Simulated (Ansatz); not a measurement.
The system is AsP.

```
CELL_PARAMETERS angstrom
1.84263 1.06384 3.32627
-1.84263 1.06384 3.32627
0.00000 -2.12769 3.32627
ATOMIC_POSITIONS crystal
As 0.77252 0.77252 0.77252
P 0.22748 0.22748 0.22748
```

The cell comes from a database or a generator and needn't be the stable form of this composition.

```yaml
Program: Ansatz 0.2.0
Task: relaxation of cell and atoms
Functional: revPBE
Potentials_or_basis: Ansatz PAW
Cutoff: "420 eV (not typed: the program's choice for these potentials)"
k_mesh: 9 × 9 × 9
Occupations: fermi-dirac, width 0.05 eV
Spin: no spin polarisation
```

At the start: volume 19.56 Å³/atom.

**Question.** Where does the relaxation end?

**Answer.** It ends after 10 steps and the volume is 20.71 Å³/atom (+5.8 %); space group R3m (No. 160, to 0.05 Å).

Step by step:
```tsv
step	energy change (eV)	largest force (eV/Å)	volume (Å³)
1	0.0000	0.0173	39.12
2	-0.0055	0.0066	40.05
3	-0.0078	0.0638	40.52
4	-0.0084	0.0029	40.82
5	-0.0085	0.0096	41.06
6	-0.0085	0.0021	41.15
7	-0.0091	0.0019	41.15
8	-0.0092	0.0008	41.32
9	-0.0091	0.0014	41.41
10	-0.0092	0.0014	41.41
```

Final structure:
```
As P
1.0
     1.83136    1.05734    3.56432
    -1.83136    1.05734    3.56432
     0.00000   -2.11467    3.56432
As P
1 1
Direct
  0.77601 0.77601 0.77601
  0.22399 0.22399 0.22399
```

Caveat: the plane-wave basis is chosen anew once the cell has moved, so the energies of steps on either side of that aren't comparable; the PAW data sets come from PBE, with cores solved anew for the run's functional, which leaves a small shift of forces and pressure.
